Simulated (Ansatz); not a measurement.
# Ru16CO: the cost of one run

Method: DFT PBE, scalar-relativistic, plane waves, PAW, in Ansatz 0.2.0.

### 1 The starting structure

The structure is monoclinic, space group Cm (No. 8). The conventional cell has a = 9.422 Å, b = 5.440 Å, c = 24.366 Å, α = 90.00°, β = 90.00°, γ = 90.00°. Ru (site symmetry 1) is surrounded by 9 Ru at 2.66 to 2.72 Å. Around Ru (site symmetry m) lie 9 Ru at 2.66 to 2.72 Å. Ru (site symmetry m) is surrounded by 12 Ru at 2.65 to 2.72 Å. Ru (site symmetry 1) has 12 Ru at 2.65 to 2.72 Å as nearest neighbours. Around Ru (site symmetry 1) lie 12 Ru at 2.60 to 2.72 Å. Around Ru (site symmetry m) lie 12 Ru at 2.60 to 2.72 Å. Only part of the 14 independent sites is listed.

As a file:

```
CELL_PARAMETERS angstrom
5.44005 0.00000 0.00000
-2.72003 4.71122 0.00000
0.00000 0.00000 24.36592
ATOMIC_POSITIONS crystal
Ru 0.33333 0.16667 0.16416
Ru 0.33333 0.66667 0.16416
Ru 0.83333 0.16667 0.16416
Ru 0.83333 0.66667 0.16416
Ru 0.16667 0.33333 0.25234
Ru 0.16667 0.83333 0.25234
Ru 0.66667 0.33333 0.25234
Ru 0.66667 0.83333 0.25234
Ru 0.33333 0.16667 0.34019
Ru 0.33333 0.66667 0.34019
Ru 0.83333 0.16667 0.34019
Ru 0.83333 0.66667 0.34019
Ru 0.16667 0.33333 0.42543
Ru 0.16667 0.83333 0.42543
Ru 0.66667 0.33333 0.42543
Ru 0.66667 0.83333 0.42543
C 0.41667 0.83333 0.49971
O 0.41667 0.83333 0.54732
```

This is the geometry of the first run shown, built on a cell relaxed beforehand with the same method.

### 2 What is varied

Atoms count from 1 in the order of the input.

CO stands on one site of a rigid substrate at a fixed height and bond length while its axis is turned; the height is held at 1.81 Å.

- tilt of the C17-O18 axis from the surface normal: 7 values from 0 to 90 °
- azimuth of the C17-O18 axis from a direction equivalent to the long diagonal of the hexagonal surface cell: 12 values from 0 to 330 °, periodic

Nothing else is relaxed. Points are written as (first, second).

### 3 The run at (0°, 0°)

A dipole layer in the vacuum cancels the field that periodic copies would set up if the slab's two faces differ.

File input.yaml:

```yaml
crystal:
  lattice:
    - [5.4400501759, 0.0, 0.0]
    - [-2.720025088, 4.7112216502, 0.0]
    - [0.0, 0.0, 24.365916978]
  atoms:
    - { symbol: Ru, position: [0.3333333333, 0.1666666667, 0.1641637376] }
    - { symbol: Ru, position: [0.3333333333, 0.6666666667, 0.1641637376] }
    - { symbol: Ru, position: [0.8333333333, 0.1666666667, 0.1641637376] }
    - { symbol: Ru, position: [0.8333333333, 0.6666666667, 0.1641637376] }
    - { symbol: Ru, position: [0.1666666667, 0.3333333333, 0.2523354552] }
    - { symbol: Ru, position: [0.1666666667, 0.8333333333, 0.2523354552] }
    - { symbol: Ru, position: [0.6666666667, 0.3333333333, 0.2523354552] }
    - { symbol: Ru, position: [0.6666666667, 0.8333333333, 0.2523354552] }
    - { symbol: Ru, position: [0.3333333333, 0.1666666667, 0.3401874899] }
    - { symbol: Ru, position: [0.3333333333, 0.6666666667, 0.3401874899] }
    - { symbol: Ru, position: [0.8333333333, 0.1666666667, 0.3401874899] }
    - { symbol: Ru, position: [0.8333333333, 0.6666666667, 0.3401874899] }
    - { symbol: Ru, position: [0.1666666667, 0.3333333333, 0.4254269186] }
    - { symbol: Ru, position: [0.1666666667, 0.8333333333, 0.4254269186] }
    - { symbol: Ru, position: [0.6666666667, 0.3333333333, 0.4254269186] }
    - { symbol: Ru, position: [0.6666666667, 0.8333333333, 0.4254269186] }
    - { symbol: C, position: [0.4166666667, 0.8333333333, 0.4997110098] }
    - { symbol: O, position: [0.4166666667, 0.8333333333, 0.5473184937] }
basis:
  ecutwfc: 420
kpoints:
  mp_grid: { grid: [6, 6, 1] }
hamiltonian:
  xc: pbe
scf:
  occupations: { method: gaussian, width: 0.1 }
output:
  forces: true
  eigenvalues: true
efield:
  axis: 3
  dipole_correction: true
  ramp_width: 0.04
```

Started as:

```
> ansatz run input.yaml --threads 4 --pin off --max-ram 12288MiB --backend cpu --events-out ev --progress --plain --runs-dir out
```

Q: Estimate wall time and peak memory on 4 threads of Intel Xeon Platinum 8488C (Sapphire Rapids), shared host.

About 21 s, with a peak of 2.4 GiB.
